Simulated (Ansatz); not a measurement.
Write a Python script for Ansatz 0.2.0 through its Python package that makes a comparison of enthalpies under pressure of two structures of YSn3. Settings (first run): r2SCAN, PAW, cutoff 381 eV, Gaussian smearing of 0.1 eV.

`ysn3_fm_3m.cif`
```cif
data_YSn3
_cell_length_a 5.403410
_cell_length_b 5.403410
_cell_length_c 5.403410
_cell_angle_alpha 60.00000
_cell_angle_beta 60.00000
_cell_angle_gamma 60.00000
_symmetry_space_group_name_H-M 'P 1'
_symmetry_Int_Tables_number 1
loop_
_symmetry_equiv_pos_as_xyz
'x, y, z'
loop_
_atom_site_label
_atom_site_type_symbol
_atom_site_fract_x
_atom_site_fract_y
_atom_site_fract_z
Y1 Y    0.000000    0.000000    0.000000
Sn2 Sn    0.500000    0.500000    0.500000
Sn3 Sn    0.250000    0.250000    0.250000
Sn4 Sn    0.750000    0.750000    0.750000
```

The script reads `ysn3_pm_3m.vasp`:
```text
YSn3
1.0
   4.66600000    0.00000000    0.00000000
   0.00000000    4.66600000    0.00000000
   0.00000000    0.00000000    4.66600000
Y Sn
1 3
Direct
   0.00000000    0.00000000    0.00000000
   0.00000000    0.50000000    0.50000000
   0.50000000    0.00000000    0.50000000
   0.50000000    0.50000000    0.00000000
```

The script, `transition_ysn3.py`:
```python
"""Enthalpies of two structures of YSn3 under pressure."""

import logging
import sys
import warnings

import ansatz as az
from ase.io import read
import numpy as np

logging.basicConfig(stream=sys.stdout, format="%(levelname)s %(message)s")
logger = logging.getLogger("calc")
logger.setLevel(logging.INFO)


def ground_state(name, crystal, pressure=0.0):
    calc = (
        crystal.calculation()
        .functional(az.Functional.R2SCAN)
        .scf(tolerance=1e-05, extra_bands=16)
        .basis(14 * az.Ha)
        .kpoints(spacing=0.39)
        .occupations("gaussian", width=0.1)
    )
    calc = calc.relax(force_tolerance=0.02, max_steps=60, cell=True, pressure=pressure)
    return calc.run()


def volume_per_atom(outcome):
    return abs(np.linalg.det(outcome.lattice.cell_ang)) / len(outcome.lattice.sites)

warnings.simplefilter("ignore", az.DeckWarning)

phases = {}
atoms = read("ysn3_fm_3m.cif")
fm_3m = az.Crystal.from_ase(atoms)
phases["Fm-3m"] = fm_3m
atoms = read("ysn3_pm_3m.vasp", format="vasp")
pm_3m = az.Crystal.from_ase(atoms)
phases["Pm-3m"] = pm_3m

# enthalpy per atom at each pressure
pressures = [0, 15, 30, 45]
enthalpy, volume = {name: [] for name in phases}, {name: [] for name in phases}
for p in pressures:
    for name, crystal in phases.items():
        o = ground_state(name, crystal, pressure=p)
        volume[name].append(volume_per_atom(o))
        enthalpy[name].append(o.report["energy_sigma0_ev"] / len(o.lattice.sites) + p * volume[name][-1] / 160.21766)
gap = np.array(enthalpy["Pm-3m"]) - np.array(enthalpy["Fm-3m"])
rows = [(p, va, vb, 1000 * d) for p, va, vb, d in zip(pressures, volume["Fm-3m"], volume["Pm-3m"], gap)]
logger.info("   P (GPa)  V Fm-3m (A^3/atom)  V Pm-3m (A^3/atom)  H(Pm-3m) - H(Fm-3m) (meV/atom)")
for row in rows:
    logger.info(f"{row[0]:10d}  {row[1]:18.3f}  {row[2]:18.3f}  {row[3]:+30.1f}")
crossings = [p0 - g0 * (p1 - p0) / (g1 - g0) for p0, p1, g0, g1 in zip(pressures, pressures[1:], gap, gap[1:]) if g0 * g1 < 0]
print("crossing near", [round(float(p), 1) for p in crossings], "GPa") if crossings else print("no crossing in this range")
```

```console
$ python transition_ysn3.py
INFO    P (GPa)  V Fm-3m (A^3/atom)  V Pm-3m (A^3/atom)  H(Pm-3m) - H(Fm-3m) (meV/atom)
INFO          0              27.763              25.691                          -281.3
INFO         15              22.978              21.796                          -422.5
INFO         30              20.668              19.771                          -516.9
INFO         45              19.140              18.399                          -593.5
no crossing in this range
```

Caveats:
- These settings explore the input space; cutoff and mesh may be short of convergence.
- The cutoff lies under the one recommended for these potentials.
- Under the recommended cutoff a pressure can be off by several GPa, even in sign.
- At a fixed pressure a relaxation lowers the enthalpy F + PV, while F alone can rise.
- The program warned that this SCF threshold is loose for forces or stresses.
- The meshes are coarse for the metals among these phases, whose energies can be off by up to 40 meV an atom.
- The cells come from databases of deposited and of computed structures, and not all need be stable phases.
- Only these two structures are compared, at zero temperature and with their symmetry kept; either may be hypothetical, and another phase may be lower than both. Differences under about 40 meV an atom lie within the error of mesh and functional.
- The script silences the warnings on its input, which a real study should read.
- Run time: 2.4 min on 1 thread of Arm Neoverse V1, with other jobs on the host, peak memory 0.69 GiB.
